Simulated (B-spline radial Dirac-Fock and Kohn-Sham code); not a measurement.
# Ga¹⁷⁺: core levels and X-ray properties

Aim: for the Ga¹⁷⁺ ion, compute its X-ray form factor and Compton profile, the binding energy of each subshell and its two-hole states.

Method: a free atom or ion on a radial basis; each step names its model; computed with B-spline radial Dirac-Fock and Kohn-Sham code, version 2.

## Step 1: The atom as given

Gallium as Ga¹⁷⁺, configuration 1s2 2s2 2p6 3s2 3p2.

```yaml
nuclear_charge: 31
electrons: 14
mass_number: 69
nuclear_rms_radius: 3.9973 fm
```

## Step 2: Form factor and Compton profile

Model: Dirac-Fock average of configuration, finite nucleus; form factor of the spherical density, Waller-Hartree incoherent function, impulse-approximation Compton profiles.

The run's settings:

```ini
task = scatter
Z = 31
charge = 17
configuration = 1s2 2s2 2p6 3s2 3p2
mass_number = 69
rms_radius = 3.9973  # fm
s = [0.0, 0.05, 0.1, 0.15, 0.2, 0.25, 0.3, 0.35, 0.4, 0.45, 0.5, 0.6, 0.7, 0.8, 0.9, 1.0, 1.1, 1.2, 1.4, 1.6, 1.8, 2.0, 2.5, 3.0, 3.5, 4.0, 5.0, 6.0]  # 1/A
pz = [0, 0.1, 0.14, 0.19, 0.26, 0.36, 0.49, 0.68, 0.93, 1.3, 1.8, 2.4, 3.3, 4.6, 6.3, 8.7, 12.0, 17.0, 23.0, 31.0, 43.0]  # a.u.
photon_energy = [1000, 5000, 10000, 17479.3, 30000, 100000, 500000, 1000000]  # eV
```

## Step 3: Core and valence levels

Model: Dirac-Fock average of configuration, Delta-SCF, finite nucleus, first-order Breit with its frequency dependence, self-energy and vacuum polarisation.

Settings, as recorded:

```ini
task = binding
```

## Step 4: Double vacancies and Auger multiplets

Model: Dirac-Fock average of configuration, Delta-SCF, finite nucleus, first-order Breit with its frequency dependence, self-energy and vacuum polarisation; two-hole levels by intermediate coupling within the shell, Auger rates as independent-particle Coulomb matrix elements.

The run's settings:

```ini
task = double
```

Q: Predict the outcome of this session. Wanted: rms radius of the electron cloud; form factor halves at; Compton profile at zero; deepest level listed, K; least bound, M2,3; Kα1; largest U, K K; strongest line of K-L123.

The runs gave:

```
                                quantity                   value
        rms radius of the electron cloud              0.354 bohr
                   form factor halves at                 1.2 1/Å
                 Compton profile at zero            1.260 1/a.u.
            deepest level listed, K (1s)              11049.6 eV
                  least bound, M2,3 (3p)                633.7 eV
                                     Kα1               9272.6 eV
ionisation energy, NIST (semi-empirical)              640.000 eV
                          largest U, K K                492.3 eV
                strongest line of K-L123  L2L3, J = 2, 7346.6 eV
```

In words: f falls from 14 to half of that at s = 1.2 1/Å. Incoherent scattering outweighs coherent from 100 keV on, among the energies asked. The K (1s) level lies 24.8 eV under Koopmans' value by relaxation alone; Breit gives -13.79 and QED -6.53 eV. NIST's ionisation energy differs by +6.26 eV from the least binding energy; the calculation averages open shells over their j components and terms. Two holes repel most in K K, by 492.3 eV, and least in L3 M1, by 54.96 eV. In the K-L123 Auger group the L2L3 J = 2 line carries 52 % of the rate. The Hartree-Fock and Dirac-Fock values hold no electron correlation.
